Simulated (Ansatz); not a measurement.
# SiGeHS+ (triplet): the correlation ladder, cc-pVDZ

One table from this session's results is given with a row withheld; the runs are named, their logs left out.

The runs use Ansatz 0.2.0, Gaussian basis; cc-pVDZ, core rule «outside noble gas», up to 24 orbitals frozen.

To be run: UHF; CCSD(T) on ROHF; CCSD(T) on UHF; BCCD(T) on ROHF; CISD as a restricted active space (open shells left free, so some higher excitations enter); CCSDT(Q) on ROHF; CCSDT(Q) on UHF; CASSCF and NEVPT2, 10 electrons in 10 orbitals.

16 further runs of the same task are left out: 7 that didn't finish, 9 set aside as unsound or not needed. Runs told in other sessions of the task aren't counted.

### The geometry

The geometry is a PBE0/def2-TZVP stationary point (not a proven minimum) of the parent state, kept for this charge and spin. No spin-orbit coupling is included. The filled d shell of Ge may be among the frozen orbitals whatever the setting's name suggests.

4 atoms, charge 1, spin multiplicity 3.

Atoms are counted from 1 here; the program's logs count them from 0.

Bond lengths: Ge1–S2 2.341 Å, Ge1–Si3 2.294 Å, Ge1–H4 1.540 Å, S2–Si3 2.134 Å. Angles: S2–Ge1–Si3 54.8°, S2–Ge1–H4 100.3°, Si3–Ge1–H4 155.1°, Ge1–S2–Si3 61.5°, Ge1–Si3–S2 63.7°.

Set-up of the first run:

Input file in.yaml:

```yaml
crystal:
  periodic: [false, false, false]
  atoms:
    - {symbol: Ge, position_ang: [0.000000, -0.017806, 0.919530]}
    - {symbol: S, position_ang: [0.000000, 0.996085, -1.190929]}
    - {symbol: Si, position_ang: [0.000000, -1.135267, -1.084049]}
    - {symbol: H, position_ang: [0.000000, 1.228792, 1.824031]}
basis:
  gaussian: {orbitals: cc-pVDZ}
total_charge: 1
magnetization: {spin_polarized: true, initial_magnetization: 2}
hamiltonian: {xc: hf}
output: {orbitals: {seedname: orbitals}}
```

Run with:

```bash
> ansatz run in.yaml --threads 1 --pin off --events-out ev --progress --plain --max-ram 2393MiB
```

Steps of the session up to this table: UHF; CCSD(T) on ROHF; CCSD(T) on UHF; BCCD(T) on ROHF; CISD as a restricted active space (open shells left free, so some higher excitations enter); CCSDT(Q) on ROHF; CCSDT(Q) on UHF; CASSCF and NEVPT2, 10 electrons in 10 orbitals.

One table of the session follows, with a row left open; its other results are not shown here.

```
         method  from RCCSDT(Q) (kcal/mol)
           ROHF                    +209.65
            UHF                    +201.88
           RMP2                     +35.26
           UMP2                     +36.90
           CISD                     +37.46
          RCCSD                          ?
          UCCSD                     +12.62
       RCCSD(T)                      +2.64
       UCCSD(T)                      +2.67
        BCCD(T)                      +2.29
         RCCSDT                      +1.13
         UCCSDT                      +1.04
      RCCSDT(Q)                          0
      UCCSDT(Q)                      -0.14
CASSCF frontier                    +150.83
NEVPT2 frontier                     +30.12
```

**Question.** Estimate the row for RCCSD.

The run gave: from RCCSDT(Q) (kcal/mol): +13.04. In the column «from RCCSDT(Q) (kcal/mol)» it lies between UCCSD (+12.62) and NEVPT2 frontier (+30.12).

To keep in mind: Warnings: spin contamination; large T1 diagnostic. Restricted and unrestricted rows rest on different reference determinants; a gap between their highest levels can come from leftover correlation error, from unlike frozen cores or from another state.
